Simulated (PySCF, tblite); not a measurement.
**C₅H₇O₃ radical: geometry, infrared bands and EPR parameters**

Aim: predict the infrared bands and EPR parameters of C₅H₇O₃ radical (`CC[C@H]1[CH]OC(=O)O1`).

Programs: tblite 0.8.0 and PySCF 2.14.0, with density-fitted response routines of our own. Each step states its level of theory. These are calculated values for one molecule in the gas phase, unless marked as measured. Atoms count from 0, in the outputs and in this text.

## (1) Starting geometry

15 atoms, charge 0, multiplicity 2; geometry from: force field or distance geometry start.

Bonds of the start (Å): C0–C1 1.51, C1–C2 1.54, C2–C3 1.45, C3–O4 1.35, O4–C5 1.38, C5–O6 1.23, C5–O7 1.36, O7–C2 1.42, C0–H8 1.10, C0–H9 1.10, C0–H10 1.09, C1–H11 1.09, C1–H12 1.10, C2–H13 1.09, C3–H14 1.07.

## (2) Relaxing the molecule with GFN2-xTB

Job settings and geometry (Å):

```
{"job": {"kind": "relax", "xc": "GFN2-xTB", "basis": "xTB"}, "charge": 0, "multiplicity": 2}
C     -2.064300     0.320700     0.084400
C     -0.870000    -0.538500    -0.256200
C      0.359700    -0.175100     0.602800
C      1.526400    -0.963200     0.271800
O      2.565600    -0.228200    -0.191300
C      2.071500     1.058200    -0.190200
O      2.717300     2.035900    -0.558200
O      0.800600     1.138600     0.287100
H     -2.344100     0.219500     1.140900
H     -2.936700     0.019400    -0.516500
H     -1.875200     1.378200    -0.120500
H     -0.643900    -0.421000    -1.311600
H     -1.131700    -1.594600    -0.076500
H      0.124800    -0.223300     1.665900
H      1.695600    -2.018400     0.376500
```

On the command line:

```sh
> OMP_NUM_THREADS=1 python probes_run.py task.json out
```

The driver reads the jobs from task.json and runs them one after another.

**Question.** This job is followed by: GFN2-xTB harmonic vibrations, gas phase; UKS B3LYP, pcH-1 on C H O, non-relativistic, mean-field spin-orbit, GIAO. What will the session give for the following? strongest single infrared mode (GFN2-xTB); zero-point energy (GFN2-xTB); g(iso) (B3LYP); ⟨S²⟩; largest a(iso) (averaged by class); potential on the surface of density 0.002 e/bohr³, 1st and 99th percentile.

The runs gave:

```
                                                                  quantity                  value
                                 strongest single infrared mode (GFN2-xTB)  1847 cm⁻¹, 772 km/mol
                                              zero-point energy (GFN2-xTB)          71.5 kcal/mol
                                                            g(iso) (B3LYP)                2.00306
                                                                      ⟨S²⟩     0.753 (exact 0.75)
                                        largest a(iso) (averaged by class)   13C on C3, 136.4 MHz
potential on the surface of density 0.002 e/bohr³, 1st and 99th percentile     -1.78 V and 1.57 V
```

**Reading.** The optimisation took 44 steps and gained 0.221 eV; among the close pairs (by a distance rule), C5–O6 changed most, from 1.228 to 1.187 Å. All 39 modes are real, so the xTB geometry is a minimum. The strongest single mode, at 1847 cm⁻¹, moves mainly C5 and O6. Unscaled tight-binding wavenumbers are off by several per cent, some by more. Its intensities can rank the bands wrongly. Most of the unpaired spin sits on C3 (0.91 e). The isotropic g lies 0.7 ppt above the free-electron value. These values are for one conformer; the search (at its own cheap level) found 1 more, at 0.08 kcal/mol, and measured spectra average over such forms.
